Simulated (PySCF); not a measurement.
# C₅H₃F₃S₂: runs on many settings, part 1 of 2

Which settings matter for C₅H₃F₃S₂ (`FC(F)(F)Sc1ccsc1`)?

The runs use PySCF 2.14.0, with density-fitted response routines of our own; the level of theory stands in each step. All values are computed, except where a source is named. Atoms count from 0, in the outputs and in this text.

### 1 Starting geometry

13 atoms, charge 0, multiplicity 1; geometry from: GFN2-xTB.

Bonds of the start (Å): F0–C1 1.33, C1–F2 1.34, C1–F3 1.34, C1–S4 1.83, S4–C5 1.78, C5–C6 1.42, C6–C7 1.35, C7–S8 1.72, S8–C9 1.71, C9–C5 1.36, C6–H10 1.07, C7–H11 1.07, C9–H12 1.07.

### 2 Indirect couplings: B97-2/def2-SVP

The job: settings as JSON, then the geometry in Å.

```
{"job": {"kind": "j", "xc": "B97-2", "basis": "def2-SVP", "scf": {"damp": 0.2, "conv": 1e-08}}, "charge": 0, "multiplicity": 1}
F      3.503962    -0.431732     0.507654
C      2.265992    -0.084761     0.180884
F      1.946687     1.003716     0.885369
F      2.269313     0.279918    -1.104764
S      1.107273    -1.464725     0.490490
C     -0.358627    -0.586109     0.004999
C     -1.155320     0.162759     0.905513
C     -2.206507     0.740845     0.276828
S     -2.241803     0.378587    -1.406000
C     -0.823660    -0.567099    -1.274729
H     -0.936685     0.257041     1.952612
H     -2.971287     1.362026     0.697311
H     -0.403725    -1.049979    -2.133895
```

With the program's defaults for keys left out, this is: B97-2/def2-SVP indirect spin-spin coupling, non-relativistic, gas phase.

Run with:

```bash
> OMP_NUM_THREADS=1 python probes_run.py task.json out
```

The driver reads the jobs from task.json and runs them one after another.

The program printed:

```text
damping 0.20 in the first 6 cycles
final grid: 130464 points
cycle   1  E = -1287.3436493322  dE =  1.860e+00  |g| = 9.632e-01  |ddm| = 4.332e+00
cycle   2  E = -1287.3478555510  dE = -4.206e-03  |g| = 9.703e-01  |ddm| = 1.343e+00
cycle   3  E = -1287.3571259383  dE = -9.270e-03  |g| = 9.069e-01  |ddm| = 1.373e+00
cycle   4  E = -1287.3471233259  dE =  1.000e-02  |g| = 9.501e-01  |ddm| = 1.417e+00
cycle   5  E = -1287.3426627667  dE =  4.461e-03  |g| = 9.170e-01  |ddm| = 1.508e+00
cycle   6  E = -1287.0405124360  dE =  3.022e-01  |g| = 1.531e+00  |ddm| = 2.110e+00
cycle   7  E = -1286.3267975931  dE =  7.137e-01  |g| = 2.246e+00  |ddm| = 3.542e+00
cycle   8  E = -1287.4811041065  dE = -1.154e+00  |g| = 3.633e-01  |ddm| = 2.579e+00
cycle   9  E = -1287.5105358921  dE = -2.943e-02  |g| = 1.520e-01  |ddm| = 6.005e-01
cycle  10  E = -1287.5164394562  dE = -5.904e-03  |g| = 2.366e-02  |ddm| = 1.828e-01
cycle  11  E = -1287.5165639515  dE = -1.245e-04  |g| = 7.210e-03  |ddm| = 2.854e-02
cycle  12  E = -1287.5165765204  dE = -1.257e-05  |g| = 1.899e-03  |ddm| = 9.345e-03
cycle  13  E = -1287.5165772369  dE = -7.164e-07  |g| = 1.007e-03  |ddm| = 3.216e-03
cycle  14  E = -1287.5165775143  dE = -2.775e-07  |g| = 1.892e-04  |ddm| = 1.280e-03
cycle  15  E = -1287.5165775226  dE = -8.214e-09  |g| = 5.347e-05  |ddm| = 2.637e-04
converged SCF energy = -1287.5165775226

Indirect spin-spin couplings (Hz)
  i      j    bonds     total        FC       PSO       DSO        SD
  0 F    1 C    1   -435.482  -409.981   -31.538     1.590     4.448
  0 F    2 F    2    312.722   300.589   -26.638    -0.043    38.814
  0 F    3 F    2    309.598   300.715   -29.294    -0.044    38.221
  0 F    4 S    2     27.846    33.185    -6.737     0.016     1.382
  0 F    5 C    3     12.034    12.499     0.066    -0.265    -0.266
  0 F    6 C    4      2.071     1.975     0.218    -0.212     0.090
  0 F    7 C    5      0.651     0.879     0.151    -0.231    -0.149
  0 F    9 C    4      4.412     3.824     0.344    -0.219     0.463
  0 F   12 H    5     -0.195    -0.034     0.564    -0.709    -0.017
  1 C    2 F    1   -426.201  -399.713   -32.487     1.635     4.364
  1 C    3 F    1   -423.255  -396.568   -32.685     1.633     4.365
  1 C   10 H    4     -0.623    -0.662    -0.071     0.110         -
  1 C   11 H    5      0.283     0.340     0.097    -0.155         -
  1 C   12 H    4     -1.990    -2.040    -0.065     0.114         -
  2 F    3 F    2    336.870   357.709   -58.327     0.143    37.345
  2 F    4 S    2      6.708     8.023    -5.232     0.014     3.904
  2 F    5 C    3      5.775     6.181    -0.724     0.336    -0.017
  2 F    6 C    4      1.412     1.473    -0.314     0.304    -0.051
  2 F    7 C    5      0.900     0.889    -0.085     0.038     0.059
  2 F    9 C    4      1.299     1.085     0.097    -0.009     0.126
  2 F   10 H    5      2.249     1.969    -0.921     1.138     0.062
  2 F   11 H    6     -0.295    -0.191     0.107    -0.238     0.027
  3 F    4 S    2      9.282     9.847    -4.619     0.015     4.039
  3 F    5 C    3      4.600     4.946    -0.640     0.298    -0.005
  3 F    6 C    4      0.991     0.829     0.140    -0.044     0.066
  3 F    7 C    5      0.540     0.677    -0.036    -0.077    -0.024
  3 F    9 C    4      0.740     0.777    -0.353     0.310     0.005
  3 F   11 H    6     -0.599    -0.313     0.428    -0.689    -0.025
  3 F   12 H    5      2.276     1.937    -0.906     1.191     0.054
  4 S   10 H    3      0.240     0.312    -0.104     0.032         -
  4 S   12 H    3      0.259     0.332    -0.100     0.028         -
  5 C   10 H    2      0.078     0.721    -0.585    -0.058         -
  5 C   11 H    3     12.168    12.323     0.260    -0.416         -
  5 C   12 H    2     -1.627    -0.591    -0.882    -0.155         -
  6 C   10 H    1    231.625   230.687    -0.180     1.119         -
  6 C   11 H    2      1.571     2.780    -0.833    -0.376         -
  6 C   12 H    3      7.520     7.757     0.232    -0.469         -
  7 C   10 H    2      4.733     5.907    -0.858    -0.316         -
  7 C   11 H    1    247.575   246.889    -0.342     1.027         -
  7 C   12 H    3      5.032     5.440     0.110    -0.519         -
  8 S   10 H    3      1.742     1.836     0.044    -0.138         -
  8 S   11 H    2      6.683     7.711    -0.951    -0.077         -
  8 S   12 H    2      6.369     7.438    -1.001    -0.068         -
  9 C   10 H    3      7.901     8.060     0.292    -0.450         -
  9 C   11 H    3      3.095     3.538     0.079    -0.523         -
  9 C   12 H    1    251.876   251.221    -0.525     1.180         -
 10 H   11 H    3      3.305     3.530     0.474    -0.699         -
 11 H   12 H    4      1.011     1.982     1.232    -2.204         -
```

Run time: 43 s. Hardware: 1 thread of Arm Neoverse V1, shared host; peak memory 0.85 GiB.

This basis has no tight s functions, so the Fermi-contact terms are rough.

A choice of the couplings up to four bonds, sorted by the number of bonds, with means over like pairs; isotopes 13C, 19F, 1H, 33S:

| pair | bonds | J (Hz) | Fermi contact (Hz) | dihedral (°) |
| --- | --- | --- | --- | --- |
| F0–C1 | 1 | -428.3 | -402.1 | – |
| C9–H12 | 1 | 251.9 | 251.2 | – |
| C7–H11 | 1 | 247.6 | 246.9 | – |
| C6–H10 | 1 | 231.6 | 230.7 | – |
| F0–F2 | 2 | 319.7 | 319.7 | – |
| F0–S4 | 2 | 14.6 | 17.0 | – |
| S8–H11 | 2 | 6.7 | 7.7 | – |
| S8–H12 | 2 | 6.4 | 7.4 | – |
| C7–H10 | 2 | 4.7 | 5.9 | – |
| C5–H12 | 2 | -1.6 | -0.6 | – |
| C6–H11 | 2 | 1.6 | 2.8 | – |
| C5–H11 | 3 | 12.2 | 12.3 | -180 |
| C9–H10 | 3 | 7.9 | 8.1 | -180 |
| C6–H12 | 3 | 7.5 | 7.8 | 180 |
| F0–C5 | 3 | 7.5 | 7.9 | – |
| C7–H12 | 3 | 5.0 | 5.4 | -180 |
| H10–H11 | 3 | 3.3 | 3.5 | 0 |
| C9–H11 | 3 | 3.1 | 3.5 | -180 |
| S8–H10 | 3 | 1.7 | 1.8 | 180 |
| F0–C9 | 4 | 2.2 | 1.9 | – |
| C1–H12 | 4 | -2.0 | -2.0 | – |
| F0–C6 | 4 | 1.5 | 1.4 | – |
| H11–H12 | 4 | 1.0 | 2.0 | – |

The spin-dipole term was solved for some atoms only; pairs without it lack that part.

The response was solved for the nuclei of F, H alone, so couplings that need other nuclei can be missing.

Quadrupole couplings from the field gradients of the same density:

| atom | isotope | eQq/h (MHz) | η |
| --- | --- | --- | --- |
| S4 | 33S | 45.2 | 0.59 |
| S8 | 33S | -25.1 | 0.52 |

### 3 NMR shieldings: KT2/6-31G*

The job, as its differences from that of step 2:

```diff
@@ -1,2 +1,2 @@
-{"job": {"kind": "j", "xc": "B97-2", "basis": "def2-SVP", "scf": {"damp": 0.2, "conv": 1e-08}}, "charge": 0, "multiplicity": 1}
+{"job": {"kind": "nmr", "xc": "KT2", "basis": "6-31G*", "pop": false}, "charge": 0, "multiplicity": 1}
 F      3.503962    -0.431732     0.507654
```

Level: GIAO KT2/6-31G* NMR shielding, non-relativistic, gas phase.

The program printed:

```text
coarse grid: 13800 points
cycle   1  E = -1301.6415263089  dE =  1.837e+00  |g| = 1.125e+00  |ddm| = 4.170e+00
cycle   2  E = -1301.0416302593  dE =  5.999e-01  |g| = 2.169e+00  |ddm| = 2.141e+00
cycle   3  E = -1301.8639363207  dE = -8.223e-01  |g| = 1.483e-01  |ddm| = 1.566e+00
cycle   4  E = -1301.8676444378  dE = -3.708e-03  |g| = 9.111e-02  |ddm| = 3.149e-01
cycle   5  E = -1301.8692307495  dE = -1.586e-03  |g| = 4.939e-02  |ddm| = 1.545e-01
cycle   6  E = -1301.8699128549  dE = -6.821e-04  |g| = 1.010e-02  |ddm| = 6.672e-02
cycle   7  E = -1301.8699420469  dE = -2.919e-05  |g| = 2.608e-03  |ddm| = 1.499e-02
cycle   8  E = -1301.8699434441  dE = -1.397e-06  |g| = 1.019e-03  |ddm| = 3.675e-03
final grid: 130464 points
cycle   9  E = -1301.7383651131  dE = -6.851e-05  |g| = 2.629e-02  |ddm| = 4.573e-02
cycle  10  E = -1301.7380174798  dE =  3.476e-04  |g| = 4.830e-02  |ddm| = 5.941e-02
cycle  11  E = -1301.7384849512  dE = -4.675e-04  |g| = 6.291e-03  |ddm| = 4.698e-02
cycle  12  E = -1301.7384970349  dE = -1.208e-05  |g| = 9.956e-04  |ddm| = 8.719e-03
cycle  13  E = -1301.7384972870  dE = -2.521e-07  |g| = 2.341e-04  |ddm| = 1.377e-03
cycle  14  E = -1301.7384972994  dE = -1.236e-08  |g| = 1.079e-04  |ddm| = 3.914e-04
cycle  15  E = -1301.7384973022  dE = -2.864e-09  |g| = 4.657e-05  |ddm| = 1.717e-04
cycle  16  E = -1301.7384973029  dE = -6.337e-10  |g| = 6.529e-06  |ddm| = 6.235e-05
converged SCF energy = -1301.7384973029

GIAO shielding tensors (ppm)
atom      isotropic    diamagn.    paramagn.     s11        s22        s33       span
  0 F      244.783     468.786    -224.004    179.655    227.007    327.686    148.031
  1 C       61.801     248.319    -186.518     48.437     67.832     69.133     20.695
  2 F      220.494     478.518    -258.024    149.861    196.853    314.768    164.908
  3 F      221.045     477.516    -256.470    146.341    199.488    317.307    170.966
  4 S      439.243    1056.613    -617.370    265.764    371.114    680.850    415.086
  5 C       84.720     259.263    -174.544     30.112     85.841    138.207    108.095
  6 C       77.873     258.106    -180.233     12.236     72.231    149.151    136.915
  7 C       82.752     264.676    -181.924     13.488     77.540    157.229    143.741
  8 S      340.903    1058.777    -717.874    229.421    343.509    449.779    220.358
  9 C       75.077     265.587    -190.511      2.409     73.186    149.636    147.226
 10 H       25.258      31.414      -6.156     21.701     26.255     27.818      6.117
 11 H       25.575      29.730      -4.155     22.082     25.904     28.738      6.657
 12 H       25.211      31.674      -6.463     21.586     26.427     27.619      6.032
```

Run time: 44 s. Hardware: 1 thread of Arm Neoverse V1, shared host; peak memory 0.68 GiB.

The references, computed at this level on geometries of the same kind, shield at (ppm): ¹H TMS 32.38, ¹³C TMS 194.6, ¹⁹F CFCl3 152.0. Their shielding less the atom's gives the shift. The references are single molecules in the gas phase, so shifts against H2O, NH3, PH3, H3PO4 or CFCl3 are not on the usual liquid scales and can be off by tens of ppm. Atoms listed in one row are averaged.

| atoms | environment | σ (ppm) | δ (ppm) |
| --- | --- | --- | --- |
| C1 | CF3 carbon | 61.8 | 132.8 |
| C9 | aromatic CH next to the ring sulfur | 75.1 | 119.6 |
| C6 | aromatic CH | 77.9 | 116.8 |
| C7 | aromatic CH next to the ring sulfur | 82.8 | 111.9 |
| C5 | aromatic carbon bearing sulfur | 84.7 | 109.9 |
| H12 | hydrogen on an aromatic CH next to the ring sulfur | 25.21 | 7.17 |
| H10 | hydrogen on an aromatic CH | 25.26 | 7.13 |
| H11 | hydrogen on an aromatic CH next to the ring sulfur | 25.57 | 6.81 |
| F0, F2, F3 | fluorine of an SCF3 group | 228.8 | -76.7 |
| S8 | aromatic ring sulfur | 341 | – |
| S4 | sulfide sulfur | 439 | – |

Ring of atoms C5, C6, C7, S8, C9: NICS(0) -13.1, NICS(1) -10.3, NICS(1)zz -26.0 ppm (means of both faces).

The fields below are evaluated on a grid from the run's orbitals.

Frontier orbitals at KT2/6-31G*, with the share of their density that lies nearest to each atom:

| orbital | energy (eV) | lies on |
| --- | --- | --- |
| HOMO | -6.07 | C7, C9 about 30 % each; C5, C6 about 12 % each |
| LUMO | -1.56 | C9 26 %; S8 19 %; C5, C7 about 13 % each |

ELF in a plane through or near 6 of the atoms.

Values, 10 rows by 14 columns:
```
0.00 0.00 0.00 0.00 0.00 0.00 0.00 0.00 0.00 0.00 0.00 0.00 0.00 0.00
0.00 0.00 0.00 0.00 0.00 0.00 0.00 0.00 0.00 0.00 0.00 0.00 0.00 0.00
0.00 0.00 0.00 0.00 0.00 0.00 0.00 0.53 0.78 0.02 0.00 0.00 0.00 0.00
0.00 0.00 0.01 0.07 0.01 0.03 0.00 0.91 0.99 0.11 0.10 0.13 0.00 0.00
0.00 0.00 0.53 0.86 0.36 0.44 0.18 0.72 0.57 0.87 0.68 0.32 0.00 0.00
0.00 0.00 0.41 0.65 0.44 0.71 0.58 0.43 0.22 0.41 0.50 0.06 0.00 0.00
0.00 0.00 0.00 0.00 0.03 0.06 0.04 0.47 0.36 0.76 0.90 0.62 0.00 0.00
0.00 0.00 0.00 0.00 0.00 0.00 0.32 1.00 0.57 0.34 0.78 0.45 0.00 0.00
0.00 0.00 0.00 0.00 0.00 0.00 0.14 0.88 0.11 0.00 0.02 0.00 0.00 0.00
0.00 0.00 0.00 0.00 0.00 0.00 0.00 0.00 0.00 0.00 0.00 0.00 0.00 0.00
```
The map spans 12.3 Å across and 10.0 Å up, centred on the molecule. Atoms in the plane (x, y in Å): F0 (-3.5, 0.4), C5 (0.3, -0.2), C6 (1.1, 0.9), C9 (0.8, -1.4), H10 (0.9, 1.9), H12 (0.3, -2.4).

On the surface of density 0.002 e/bohr³ the electrostatic potential runs, from the 1st to the 99th percentile, from -0.54 V near S4 to 1.31 V near H11.

### 4 Shielding tensors: PBE0/6-31G in chloroform

The job, as its differences from that of step 3:

```diff
@@ -1,2 +1,2 @@
-{"job": {"kind": "nmr", "xc": "KT2", "basis": "6-31G*", "pop": false}, "charge": 0, "multiplicity": 1}
+{"job": {"kind": "nmr", "xc": "PBE0", "basis": "6-31G", "solvent": "chloroform", "pop": false, "scf": {"conv": 1e-07}}, "charge": 0, "multiplicity": 1}
 F      3.503962    -0.431732     0.507654
```

Level: GIAO PBE0/6-31G NMR shielding, non-relativistic, IEF-PCM chloroform.

The program printed:

```text
final grid: 130464 points
cycle   1  E = -1287.0217869913  dE =  2.229e+00  |g| = 9.243e-01  |ddm| = 4.199e+00
cycle   2  E = -1286.8203342352  dE =  2.015e-01  |g| = 1.440e+00  |ddm| = 1.941e+00
cycle   3  E = -1287.2141955061  dE = -3.939e-01  |g| = 3.318e-02  |ddm| = 1.062e+00
cycle   4  E = -1287.2142740778  dE = -7.857e-05  |g| = 2.998e-02  |ddm| = 8.482e-02
cycle   5  E = -1287.2145205354  dE = -2.465e-04  |g| = 4.928e-03  |ddm| = 4.191e-02
cycle   6  E = -1287.2145263461  dE = -5.811e-06  |g| = 2.390e-03  |ddm| = 8.850e-03
cycle   7  E = -1287.2145278034  dE = -1.457e-06  |g| = 3.546e-04  |ddm| = 2.664e-03
cycle   8  E = -1287.2145278391  dE = -3.571e-08  |g| = 1.437e-04  |ddm| = 6.843e-04
converged SCF energy = -1287.2145278391

GIAO shielding tensors (ppm)
atom      isotropic    diamagn.    paramagn.     s11        s22        s33       span
  0 F      248.974     470.722    -221.748    174.791    239.414    332.716    157.925
  1 C       59.234     250.162    -190.928     42.948     63.375     71.379     28.430
  2 F      230.096     478.260    -248.164    156.204    208.848    325.236    169.032
  3 F      230.338     477.590    -247.253    153.856    209.630    327.528    173.672
  4 S      458.871    1053.975    -595.104    256.587    401.647    718.380    461.793
  5 C       81.624     263.482    -181.858     17.947     87.058    139.867    121.920
  6 C       74.013     256.653    -182.639      0.203     68.312    153.525    153.322
  7 C       70.983     271.046    -200.063     -6.795     60.012    159.732    166.526
  8 S      345.394    1057.907    -712.513    244.852    332.793    458.537    213.685
  9 C       62.254     267.113    -204.859    -18.841     53.281    152.321    171.162
 10 H       25.342      29.814      -4.471     21.774     26.463     27.790      6.016
 11 H       25.425      30.654      -5.229     22.173     25.460     28.642      6.469
 12 H       24.964      30.863      -5.899     21.509     25.899     27.484      5.974
```

Run time: 14 s. Hardware: 1 thread of Arm Neoverse V1, shared host; peak memory 0.77 GiB.

This run: σ C1 59.2, C9 62.3, C7 71.0, C6 74.0, H12 24.96, H10 25.34 ppm.

### 5 Indirect couplings: revPBE/def2-SVP

The job, as its differences from that of step 4:

```diff
@@ -1,2 +1,2 @@
-{"job": {"kind": "nmr", "xc": "PBE0", "basis": "6-31G", "solvent": "chloroform", "pop": false, "scf": {"conv": 1e-07}}, "charge": 0, "multiplicity": 1}
+{"job": {"kind": "j", "xc": "revPBE", "basis": "def2-SVP", "scf": {"guess": "random", "max_cycle": 61}}, "charge": 0, "multiplicity": 1}
 F      3.503962    -0.431732     0.507654
```

With the program's defaults for keys left out, this is: revPBE/def2-SVP indirect spin-spin coupling, non-relativistic, gas phase.

The program printed:

```text
start from random orthonormal orbitals
final grid: 130464 points
cycle   1  E = -1197.4978459561  dE = -6.559e+02  |g| = 1.037e+01  |ddm| = 7.851e+02
cycle   2  E = -787.4839732180  dE =  4.100e+02  |g| = 2.319e+01  |ddm| = 1.967e+02
cycle   3  E = -1190.0332844833  dE = -4.025e+02  |g| = 1.291e+01  |ddm| = 1.766e+02
cycle   4  E = -1252.2317196278  dE = -6.220e+01  |g| = 8.579e+00  |ddm| = 4.804e+01
cycle   5  E = -1243.9625492006  dE =  8.269e+00  |g| = 9.927e+00  |ddm| = 5.650e+01
cycle   6  E = -1285.3340075205  dE = -4.137e+01  |g| = 2.781e+00  |ddm| = 5.157e+01
cycle   7  E = -1282.8384719715  dE =  2.496e+00  |g| = 4.300e+00  |ddm| = 9.009e+00
cycle   8  E = -1287.2112213714  dE = -4.373e+00  |g| = 6.532e-01  |ddm| = 6.798e+00
cycle   9  E = -1287.1564248606  dE =  5.480e-02  |g| = 8.220e-01  |ddm| = 1.502e+00
cycle  10  E = -1287.3113992564  dE = -1.550e-01  |g| = 1.760e-01  |ddm| = 8.414e-01
cycle  11  E = -1287.3180798086  dE = -6.681e-03  |g| = 5.565e-02  |ddm| = 2.237e-01
cycle  12  E = -1287.3186369317  dE = -5.571e-04  |g| = 2.625e-02  |ddm| = 8.740e-02
cycle  13  E = -1287.3187915808  dE = -1.546e-04  |g| = 8.858e-03  |ddm| = 3.403e-02
cycle  14  E = -1287.3188107036  dE = -1.912e-05  |g| = 3.398e-03  |ddm| = 1.381e-02
cycle  15  E = -1287.3188137787  dE = -3.075e-06  |g| = 9.506e-04  |ddm| = 4.823e-03
cycle  16  E = -1287.3188140088  dE = -2.301e-07  |g| = 2.519e-04  |ddm| = 1.149e-03
cycle  17  E = -1287.3188140233  dE = -1.444e-08  |g| = 7.662e-05  |ddm| = 3.557e-04
cycle  18  E = -1287.3188140246  dE = -1.348e-09  |g| = 2.630e-05  |ddm| = 1.091e-04
cycle  19  E = -1287.3188140247  dE = -4.729e-11  |g| = 2.065e-05  |ddm| = 4.763e-05
converged SCF energy = -1287.3188140247

Indirect spin-spin couplings (Hz)
  i      j    bonds     total        FC       PSO       DSO        SD
  0 F    1 C    1   -545.180  -518.474   -32.314     1.588     4.020
  0 F    2 F    2    204.098   202.760   -36.745    -0.052    38.136
  0 F    3 F    2    203.155   205.469   -39.659    -0.053    37.397
  0 F    4 S    2     24.113    29.819    -7.085     0.016     1.363
  0 F    5 C    3      9.149     9.655     0.081    -0.266    -0.322
  0 F    6 C    4      2.223     2.104     0.234    -0.212     0.097
  0 F    7 C    5      0.929     1.137     0.158    -0.231    -0.135
  0 F    9 C    4      4.430     3.757     0.376    -0.219     0.516
  1 C    2 F    1   -535.102  -507.154   -33.469     1.633     3.889
  1 C    3 F    1   -532.234  -504.045   -33.696     1.631     3.876
  1 C   10 H    4     -0.547    -0.585    -0.072     0.110         -
  1 C   12 H    4     -1.803    -1.852    -0.066     0.115         -
  2 F    3 F    2    226.793   263.001   -72.486     0.134    36.143
  2 F    4 S    2      2.226     3.969    -5.719     0.014     3.962
  2 F    5 C    3      4.490     4.920    -0.778     0.336     0.012
  2 F    6 C    4      0.703     0.798    -0.341     0.304    -0.058
  2 F    7 C    5      0.554     0.556    -0.109     0.038     0.070
  2 F    9 C    4      2.146     1.914     0.105    -0.009     0.136
  2 F   10 H    5      1.748     1.461    -0.911     1.141     0.058
  2 F   11 H    6     -0.232    -0.125     0.105    -0.236     0.023
  3 F    4 S    2      4.559     5.537    -5.091     0.015     4.098
  3 F    5 C    3      3.436     3.790    -0.698     0.298     0.046
  3 F    6 C    4      1.790     1.605     0.148    -0.045     0.082
  3 F    7 C    5      0.178     0.330    -0.055    -0.077    -0.021
  3 F    9 C    4      0.292     0.363    -0.385     0.311     0.003
  3 F   11 H    6     -0.549    -0.258     0.420    -0.687    -0.023
  3 F   12 H    5      1.832     1.482    -0.895     1.194     0.052
  4 S   10 H    3      0.122     0.195    -0.105     0.032         -
  4 S   12 H    3      0.129     0.206    -0.105     0.028         -
  5 C   10 H    2      0.417     1.056    -0.583    -0.056         -
  5 C   11 H    3     12.606    12.771     0.250    -0.415         -
  5 C   12 H    2     -0.854     0.132    -0.835    -0.151         -
  6 C   10 H    1    237.179   236.139    -0.094     1.134         -
  6 C   11 H    2      2.076     3.238    -0.789    -0.373         -
  6 C   12 H    3      7.641     7.887     0.222    -0.468         -
  7 C   10 H    2      5.955     7.072    -0.804    -0.312         -
  7 C   11 H    1    252.427   251.614    -0.231     1.044         -
  7 C   12 H    3      5.820     6.249     0.089    -0.518         -
  8 S   10 H    3      1.639     1.767     0.010    -0.138         -
  8 S   11 H    2      7.096     8.103    -0.931    -0.077         -
  8 S   12 H    2      6.903     7.934    -0.963    -0.068         -
  9 C   10 H    3      8.149     8.311     0.287    -0.449         -
  9 C   11 H    3      3.535     3.997     0.060    -0.522         -
  9 C   12 H    1    257.803   257.016    -0.411     1.198         -
 10 H   11 H    3      3.348     3.566     0.472    -0.690         -
 10 H   12 H    4      0.197     0.904     1.283    -1.989         -
 11 H   12 H    4      1.165     2.140     1.224    -2.199         -
```

Wall time 45 s (1 thread of Arm Neoverse V1, shared host); peak memory 0.7 GiB.

Despite a poor start guess, the SCF converged in 19 cycles.

This basis has no tight s functions, so the Fermi-contact terms are rough.

In short: J(F0,C1) -537.5 Hz, J(C9,H12) 257.8 Hz, J(C7,H11) 252.4 Hz (means over like pairs).

(Continued in part 2 of 2.)
